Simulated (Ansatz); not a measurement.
**F₂H₄OSi₂: a ladder of functionals and wavefunction methods**

How much do the methods differ for F₂H₄OSi₂? The plan is to run it at one geometry with functionals of several rungs and with coupled cluster. The yardstick is the atomisation energy at the CCSD(T) limit.

Program: Ansatz 0.2.0, Gaussian basis. Level of theory: functionals in def2-TZVPP, the program's frozen cores in correlated methods. These are calculated values, not measurements.

Levels to be run: LDA (SPW92), PBE-D4, revPBE-D4, BLYP-D4, r2SCAN-D4, B97M-V, PBE0-D4, B3LYP-D4, r2SCANh-D4, r2SCAN0-D4, HSE06-D4, BHLYP-D4, CAM-B3LYP-D4, LC-ωPBE, ωB97X-V, ωB97M-V, B2PLYP, PBE-QIDH; CCSD(T)/def2-SVP; CCSD(T)/def2-TZVPP; CCSD(T)/def2-QZVPP; extrapolation to the limit; RPA on PBE.

### Step 1. The relaxed structure

The geometry comes from an earlier relaxation with PBE0-D4 in a triple-zeta def2 set; it is a stationary point, not always the lowest conformer.

SMILES `O[Si](F)(F)[SiH3]`, 9 atoms, charge 0, spin multiplicity 1.

Atoms are counted from 1 here; the program's logs count them from 0.

Bond lengths: O1–Si2 1.621 Å, O1–H6 0.959 Å, Si2–F3 1.592 Å, Si2–F4 1.592 Å, Si2–Si5 2.328 Å, Si5–H7 1.485 Å, Si5–H8 1.485 Å, Si5–H9 1.485 Å. Angles: Si2–O1–H6 120.5°, O1–Si2–F3 110.1°, O1–Si2–F4 110.1°, O1–Si2–Si5 109.3°, F3–Si2–F4 104.4°, F3–Si2–Si5 111.4°, F4–Si2–Si5 111.4°, Si2–Si5–H7 109.1°, Si2–Si5–H8 109.3°, Si2–Si5–H9 109.3°, H7–Si5–H8 109.7°, H7–Si5–H9 109.7°, H8–Si5–H9 109.8°.

### Step 2. LDA

This LDA is Slater exchange with PW92 correlation.

Contents of in.yaml:

```yaml
crystal:
  periodic: [false, false, false]
  atoms:
    - {symbol: O, position_ang: [0.246275, 1.857014, 0.435899]}
    - {symbol: Si, position_ang: [0.784697, 0.367650, 0.089686]}
    - {symbol: F, position_ang: [1.734950, 0.412688, -1.186931]}
    - {symbol: F, position_ang: [1.721878, -0.161612, 1.262853]}
    - {symbol: Si, position_ang: [-1.031065, -1.048900, -0.252082]}
    - {symbol: H, position_ang: [0.864314, 2.570826, 0.606082]}
    - {symbol: H, position_ang: [-0.531073, -2.412103, -0.563665]}
    - {symbol: H, position_ang: [-1.841632, -0.542072, -1.388085]}
    - {symbol: H, position_ang: [-1.859943, -1.089791, 0.979043]}
basis:
  gaussian: {orbitals: def2-TZVPP}
hamiltonian: {xc: lda}
output: {orbitals: {seedname: orbitals}}
```

The run is started by

```bash
ansatz run in.yaml --threads 2 --pin off --events-out ev --progress --plain --max-ram 22528MiB --backend cpu
```

Further steps of the session: PBE-D4 (GGA); revPBE-D4 (GGA); BLYP-D4 (GGA); r2SCAN-D4 (meta-GGA); B97M-V (meta-GGA); PBE0-D4 (hybrid); B3LYP-D4 (hybrid); r2SCANh-D4 (hybrid); r2SCAN0-D4 (hybrid); HSE06-D4 (hybrid); BHLYP-D4 (hybrid); CAM-B3LYP-D4 (range-separated); LC-ωPBE (range-separated); ωB97X-V (range-separated); ωB97M-V (range-separated); B2PLYP (double hybrid); PBE-QIDH (double hybrid); CCSD(T) in def2-SVP; CCSD(T) in def2-TZVPP; CCSD(T) in def2-QZVPP; RPA on PBE orbitals.

Before running them: what should the planned runs give, taken together? Wanted: atomisation energy, CCSD(T)/CBS; farthest beyond LDA; mean size of error, GGA; mean size of error, meta-GGA; mean size of error, hybrid; mean size of error, range-separated; mean size of error, double hybrid; gap, smallest and largest; T1 diagnostic.

As calculated:

| quantity | value |
| --- | --- |
| atomisation energy, CCSD(T)/CBS | 34.897 eV |
| functionals within 0.174 eV (0.5 %) | CAM-B3LYP-D4, ωB97X-V |
| farthest beyond LDA | BHLYP-D4 (-1.467 eV) |
| mean size of error, GGA | 0.623 eV |
| mean size of error, meta-GGA | 0.256 eV |
| mean size of error, hybrid | 0.871 eV |
| mean size of error, range-separated | 0.270 eV |
| mean size of error, double hybrid | 0.761 eV |
| gap, smallest and largest | 6.80 eV (LDA (SPW92)), 13.92 eV (LC-ωPBE) |
| T1 diagnostic | 0.0125 |
| triples share of the correlation energy | 3.0 % |

**Reading.** LDA overbinds by 4.321 eV (12 %). PBE-D4 is off by -0.223 eV. Double hybrids carry the basis error of their MP2 part in triple zeta, and no dispersion term here, so their miss is partly the set-up's. By mean error the best rung here is meta-GGA (0.256 eV) and the worst beyond LDA is hybrid (0.871 eV). The gap between the best rungs is small, so their order is not settled. The mean of the hybrids holds BHLYP, with half exact exchange. Misses under about 0.174 eV are within the doubt on the reference itself, which lacks core-valence correlation, relativity and higher excitations. Hartree-Fock recovers 74 % of the binding; the rest is correlation. CCSD(T) in def2-SVP is off by -3.224 eV, worse than the median functional, from the basis alone. The gap grows from 6.8 to 13.9 eV across the functionals, mostly with the share of exact exchange.
